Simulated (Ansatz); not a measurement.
I need a single point from a YAML input of RbBH4, space group F-43m. Use the Python package of Ansatz (0.2.0). Use: PBEsol, PAW, the default cutoff (420 eV here), 6×6×6 k-points, fixed occupations.

```
Rb B H
1.0
     0.00000    3.45324    3.45324
     3.45324    0.00000    3.45324
     3.45324    3.45324    0.00000
Rb B H
1 1 4
Direct
  0.00000 0.00000 0.00000
  0.50000 0.50000 0.50000
  0.60242 0.60242 0.60242
  0.19275 0.60242 0.60242
  0.60242 0.60242 0.19275
  0.60242 0.19275 0.60242
```

Script `yaml_run_rbbh4.py`:
```python
"""Run a YAML input for RbBH4 from Python."""

from collections import Counter
import warnings

import ansatz as az

INPUT = """
crystal:
  lattice:
    - [0.0, 3.45324, 3.45324]
    - [3.45324, 0.0, 3.45324]
    - [3.45324, 3.45324, 0.0]
  atoms:
    - { symbol: Rb, position: [0.0, 0.0, 0.0] }
    - { symbol: B, position: [0.5, 0.5, 0.5] }
    - { symbol: H, position: [0.602415, 0.602415, 0.602415] }
    - { symbol: H, position: [0.192754, 0.602415, 0.602415] }
    - { symbol: H, position: [0.602415, 0.602415, 0.192754] }
    - { symbol: H, position: [0.602415, 0.192754, 0.602415] }
kpoints:
  mp_grid: { grid: [6, 6, 6] }
hamiltonian:
  xc: pbesol
scf:
  occupations: { method: fixed }
output:
  forces: true
  stress: true
  eigenvalues: true
basis:
  xc_grid: 1
"""


def main() -> None:
    warnings.simplefilter("ignore", az.DeckWarning)

    res = az.Session.from_yaml(INPUT).plan().execute()
    report = res.report

    print(f"free energy      {report['free_energy_ev']:.5f} eV")
    print(f"per atom         {report['free_energy_ev'] / len(res.lattice.sites):.5f} eV")
    print(f"SCF iterations   {report['n_iterations']}  (converged: {report['converged']})")

    fermi = report["fermi_energy_ev"]
    print("levels less the Fermi level (eV) at the first k-points")
    for k, levels in list(zip(report["kpoints_frac"], report["eigenvalues_ev"]))[:4]:
        print("k = ({:.3f}, {:.3f}, {:.3f})".format(*k))
        print("   ", " ".join(f"{e - fermi:.3f}" for e in levels))

    # forces in eV per angstrom
    print("forces (eV/A)")
    for site, force in zip(res.lattice.sites, report["forces_ev_ang"]):
        print(f"  {site.symbol:2s} {force[0]:9.4f} {force[1]:9.4f} {force[2]:9.4f}")

    told = Counter((n["data"]["severity"], n["data"]["kind"]) for n in res.notices if n["event"] == "notice")
    for (severity, kind), count in sorted(told.items()):
        print(f"{severity:8s} {kind} x{count}")

    used = report["setup"]
    print("cutoffs (eV):", used["ecut_ev"], used["ecutrho_ev"], " FFT grid:", used["fft_dense"])
    print("cell volume {:.3f} A^3, {} symmetry operations".format(used["cell_volume_ang3"], used["n_sym_ops"]))


if __name__ == "__main__":
    main()
```

```console
$ python yaml_run_rbbh4.py
free energy      -3434.48652 eV
per atom         -572.41442 eV
SCF iterations   6  (converged: True)
levels less the Fermi level (eV) at the first k-points
k = (0.000, 0.000, 0.000)
    -23.627 -7.706 -7.706 -7.706 -5.710 -0.000 -0.000 0.000 6.165 7.510 7.510 7.510 9.055
k = (0.000, 0.000, 0.167)
    -23.625 -7.817 -7.709 -7.709 -5.517 -0.290 -0.067 -0.067 6.589 7.344 7.786 7.786 9.447
k = (0.000, 0.000, 0.333)
    -23.621 -8.001 -7.715 -7.715 -5.146 -0.836 -0.195 -0.195 7.019 7.879 8.613 8.613 10.293
k = (0.000, 0.000, -0.500)
    -23.619 -8.080 -7.718 -7.718 -4.957 -1.104 -0.256 -0.256 7.189 8.340 9.692 9.692 10.052
forces (eV/A)
  Rb    0.0000   -0.0000    0.0000
  B     0.0000   -0.0000    0.0000
  H     0.1135    0.1135    0.1135
  H     0.1135   -0.1135   -0.1135
  H    -0.1135   -0.1135    0.1135
  H    -0.1135    0.1135   -0.1135
audit    band_cg_iterations x1
audit    loop_bands_changed x1
audit    preconditioner_resolved x1
cutoffs (eV): 420.0 1680.0  FFT grid: [36, 36, 36]
cell volume 82.359 A^3, 24 symmetry operations
```

Reading the output:
- These settings explore the input space; cutoff and mesh may be short of convergence.
- The Fermi level of a run with fixed occupations marks the highest occupied state on its mesh, not mid-gap.
- The structure comes from a database of computed cells and needn't be a stable or known phase.
- Gaps and levels are Kohn-Sham values on a finite set of k-points, without spin-orbit coupling.
- Finished in 2.4 s on 1 thread of Arm Neoverse V1, with other jobs on the host, peak memory 0.35 GiB.

(Lines on the test bed's own set-up are left out of the output.)
